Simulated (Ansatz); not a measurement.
# F₃H₃O₃Si₂: small, medium and large basis sets

Aim: see how fast density functionals converge with the basis set for F₃H₃O₃Si₂.

Method: one geometry, several basis sets; program: Ansatz 0.2.0, Gaussian basis.

The runs, in order: PBE0-D4/def2-SVP; ωB97M-V/def2-SVP; PBE0-D4/def2-QZVPP; ωB97M-V/def2-QZVPP; the functionals' def2-TZVPP values are taken from earlier runs.

## 1. Structure used throughout

All runs share one geometry, relaxed beforehand with PBE0-D4 in a triple-zeta def2 set.

SMILES `O[SiH](O)O[Si](F)(F)F`, 11 atoms, charge 0, spin multiplicity 1.

Atoms are counted from 1 here; the program's logs count them from 0.

Bond lengths: O1–Si2 1.626 Å, O1–H9 0.959 Å, Si2–O3 1.632 Å, Si2–O4 1.636 Å, Si2–H10 1.469 Å, O3–H11 0.958 Å, O4–Si5 1.591 Å, Si5–F6 1.569 Å, Si5–F7 1.569 Å, Si5–F8 1.571 Å. Angles: Si2–O1–H9 119.3°, O1–Si2–O3 113.7°, O1–Si2–O4 110.9°, O1–Si2–H10 105.5°, O3–Si2–O4 103.7°, O3–Si2–H10 113.4°, O4–Si2–H10 109.7°, Si2–O3–H11 119.0°, Si2–O4–Si5 147.1°, O4–Si5–F6 109.4°, O4–Si5–F7 112.0°, O4–Si5–F8 111.4°, F6–Si5–F7 108.0°, F6–Si5–F8 107.8°, F7–Si5–F8 108.1°.

## 2. PBE0-D4 in def2-SVP

Input file in.yaml:

```yaml
crystal:
  periodic: [false, false, false]
  atoms:
    - {symbol: O, position_ang: [0.026391, -1.204443, 2.062658]}
    - {symbol: Si, position_ang: [0.770100, -0.428346, 0.843162]}
    - {symbol: O, position_ang: [1.116369, -1.386865, -0.432018]}
    - {symbol: O, position_ang: [-0.200770, 0.724647, 0.207977]}
    - {symbol: Si, position_ang: [-0.919610, 1.299377, -1.090137]}
    - {symbol: F, position_ang: [-1.674393, 2.625024, -0.725033]}
    - {symbol: F, position_ang: [0.104263, 1.624578, -2.233806]}
    - {symbol: F, position_ang: [-1.977122, 0.284300, -1.655184]}
    - {symbol: H, position_ang: [-0.812530, -1.639272, 1.900317]}
    - {symbol: H, position_ang: [1.957512, 0.197029, 1.441236]}
    - {symbol: H, position_ang: [1.675388, -2.153030, -0.298573]}
basis:
  gaussian: {orbitals: def2-SVP}
hamiltonian: {xc: pbe0, dispersion: d4}
output: {orbitals: {seedname: orbitals}}
```

The runs that follow: ωB97M-V in def2-SVP; PBE0-D4 in def2-QZVPP; ωB97M-V in def2-QZVPP.

Before running them: what should the planned runs give, taken together? Wanted: PBE0-D4: double and triple zeta above quadruple; ωB97M-V: double and triple zeta above quadruple.

**Answer**, as computed:

| quantity | value |
| --- | --- |
| PBE0-D4: double and triple zeta above quadruple | 26.13, 1.42 eV |
| ωB97M-V: double and triple zeta above quadruple | 26.33, 1.32 eV |

For PBE0-D4 the step from double to triple zeta gains 24.71 eV and the next only 1.42 eV. These are total energies; as a rule much of such shifts cancels in differences, which this series doesn't test. The LUMO of ωB97M-V is positive and keeps falling with the basis (2.54 to 1.18 eV): an unbound level that the basis holds in place.
